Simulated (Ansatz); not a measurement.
What does this script print? It uses Ansatz 0.2.0, Python API.

Script `run_relaxed_scan.py`:
```python
import ansatz as az
import numpy as np

geometry = (
    az.Crystal.molecule()
    .atom("Br", (-2.0554, -0.0032, -0.0793))
    .atom("Sb", (0.3168, 0.0231, -0.9277))
    .atom("Br", (1.0075, -1.5397, 0.9573))
    .atom("H", (0.7867, 1.4595, 0.0294))
)

base = (
    geometry.calculation()
    .basis(gaussian="def2-SVP")
    .functional("pbe")
)
symbols = [site.symbol for site in geometry.cartesian_sites]
pairs = [(0, 1), (1, 2), (1, 3)]
print("held (A)   E (eV)        ", "  ".join(f"{symbols[i]}{i}-{symbols[j]}{j}" for i, j in pairs))
for length in [2.32, 2.52, 2.72, 3.02, 3.4]:
    summary = base.relax(constraints=[az.DistanceConstraint((0, 1), at=length)], force_tolerance=0.02, max_steps=60).run(threads=1).report
    xyz = np.array(summary["positions_ang"])
    print(f"{length:6.2f} {summary['free_energy_ev']:14.5f}  ", "  ".join(f"{np.linalg.norm(xyz[i] - xyz[j]):.3f}" for i, j in pairs))
```

Output of `python run_relaxed_scan.py`:
```text
held (A)   E (eV)         Br0-Sb1  Sb1-Br2  Sb1-H3
DeckWarning: relax.constraints: the input's atoms, or those drawn, lie off the distances that are held; a relaxation that starts there is brought onto them ahead of its first SCF, by positions alone, an atom by 9.97e-2 Å at the most. With the symmetry detection on, the symmetry is detected on the input's atoms as so [...]
  2.32  -146609.93590   2.320  2.572  1.749
  2.52  -146610.31352   2.520  2.555  1.746
  2.72  -146610.20480   2.720  2.542  1.744
  3.02  -146609.70119   3.020  2.529  1.742
  3.40  -146608.98439   3.400  2.518  1.742
```
(Warnings from the package without file and line, shortened, repeats left out.)

What to keep in mind:
- Total energies depend on the basis set; only differences at equal settings carry meaning.
- The energies are electronic: no zero-point or thermal terms, and the basis set is short of its limit.
- def2 sets replace the cores of elements past krypton by effective core potentials.
- It ran for 81 s on 1 thread of Arm Neoverse V2, with other jobs on the host, peak memory 0.21 GiB.
